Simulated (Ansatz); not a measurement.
# C3H8F3HfN: basis-set convergence

An exercise on one series of results from a longer session: the logs are not shown, and one member is left open.

Program: Ansatz 0.2.0, Gaussian basis. Level of theory: one geometry, several basis sets. These are calculated values, not measurements.

The runs, in order: PBE0-D4/def2-SVP; ωB97M-V/def2-SVP; PBE0-D4/def2-QZVPP; ωB97M-V/def2-QZVPP; the functionals' def2-TZVPP values are taken from earlier runs.

1 further run of the same task is left out (it didn't finish).

### The relaxed structure

The geometry comes from an earlier relaxation with PBE0-D4 in a triple-zeta def2 set; it is a stationary point, not always the lowest conformer. Hf takes the def2 core potential; no spin-orbit term is included.

SMILES `CC[N](C)[Hf]([F])([F])[F]`, 16 atoms, charge 0, spin multiplicity 1.

Atoms are counted from 1 here; the program's logs count them from 0.

Bond lengths: C1–C2 1.521 Å, C1–H9 1.093 Å, C1–H10 1.092 Å, C1–H11 1.092 Å, C2–N3 1.451 Å, C2–H12 1.100 Å, C2–H13 1.095 Å, N3–C4 1.448 Å, N3–Hf5 2.006 Å, C4–H14 1.096 Å, C4–H15 1.098 Å, C4–H16 1.097 Å, Hf5–F6 1.916 Å, Hf5–F7 1.911 Å, Hf5–F8 1.916 Å. Angles: C2–C1–H9 110.8°, C2–C1–H10 110.2°, C2–C1–H11 111.8°, H9–C1–H10 108.3°, H9–C1–H11 108.1°, H10–C1–H11 107.5°, C1–C2–N3 114.2°, C1–C2–H12 109.5°, C1–C2–H13 109.0°, N3–C2–H12 109.2°, N3–C2–H13 108.5°, H12–C2–H13 106.2°, C2–N3–C4 114.8°, C2–N3–Hf5 128.0°, C4–N3–Hf5 117.2°, N3–C4–H14 112.7°, N3–C4–H15 111.2°, N3–C4–H16 110.9° and more.

Geometry (Å):

```
C     1.91690   -0.79563   -0.20995
C     1.00698    0.08366    0.63325
N    -0.36573    0.13976    0.16587
C    -1.10774   -1.09594    0.30861
Hf   -1.35078    1.71816   -0.58461
F    -2.85725    2.05758    0.54956
F    -0.13378    3.18927   -0.65683
F    -2.02702    1.22517   -2.30797
H     1.93832   -0.44998   -1.24613
H     2.93666   -0.76832    0.18101
H     1.59138   -1.83777   -0.20622
H     1.01996   -0.26831    1.67557
H     1.41019    1.10193    0.64883
H    -0.71443   -1.90032   -0.32313
H    -1.10611   -1.44274    1.35045
H    -2.15754   -0.95651    0.02168
```

The first run:

in.yaml

```yaml
crystal:
  periodic: [false, false, false]
  atoms:
    - {symbol: C, position_ang: [1.916900, -0.795632, -0.209954]}
    - {symbol: C, position_ang: [1.006979, 0.083660, 0.633248]}
    - {symbol: N, position_ang: [-0.365729, 0.139759, 0.165868]}
    - {symbol: C, position_ang: [-1.107743, -1.095937, 0.308612]}
    - {symbol: Hf, position_ang: [-1.350780, 1.718160, -0.584613]}
    - {symbol: F, position_ang: [-2.857253, 2.057576, 0.549565]}
    - {symbol: F, position_ang: [-0.133777, 3.189267, -0.656826]}
    - {symbol: F, position_ang: [-2.027017, 1.225169, -2.307968]}
    - {symbol: H, position_ang: [1.938324, -0.449975, -1.246128]}
    - {symbol: H, position_ang: [2.936663, -0.768320, 0.181007]}
    - {symbol: H, position_ang: [1.591379, -1.837766, -0.206221]}
    - {symbol: H, position_ang: [1.019959, -0.268313, 1.675574]}
    - {symbol: H, position_ang: [1.410190, 1.101929, 0.648834]}
    - {symbol: H, position_ang: [-0.714429, -1.900317, -0.323126]}
    - {symbol: H, position_ang: [-1.106109, -1.442744, 1.350455]}
    - {symbol: H, position_ang: [-2.157536, -0.956507, 0.021684]}
basis:
  gaussian: {orbitals: def2-SVP}
hamiltonian: {xc: pbe0, dispersion: d4}
output: {orbitals: {seedname: orbitals}}
```

Run with:

```bash
$ ansatz run in.yaml --threads 2 --pin off --events-out ev --progress --plain --max-ram 22528MiB --backend cpu
```

Steps of the session up to this table: PBE0-D4 in def2-SVP; ωB97M-V in def2-SVP; PBE0-D4 in def2-QZVPP; ωB97M-V in def2-QZVPP.

One of the session's tables, all rows but one given; the rest of the session is left out.

It belongs to the step «Density functionals: the series». 

| functional | basis | HOMO (eV) |
| --- | --- | --- |
| PBE0-D4 | def2-SVP | ? |
| PBE0-D4 | def2-TZVPP | -6.98 |
| PBE0-D4 | def2-QZVPP | -7.00 |
| ωB97M-V | def2-SVP | -9.20 |
| ωB97M-V | def2-TZVPP | -9.24 |
| ωB97M-V | def2-QZVPP | -9.26 |

Estimate the missing values for PBE0-D4, def2-SVP.

**Answer.** HOMO (eV): -6.95. In the column «HOMO (eV)» it is the highest.
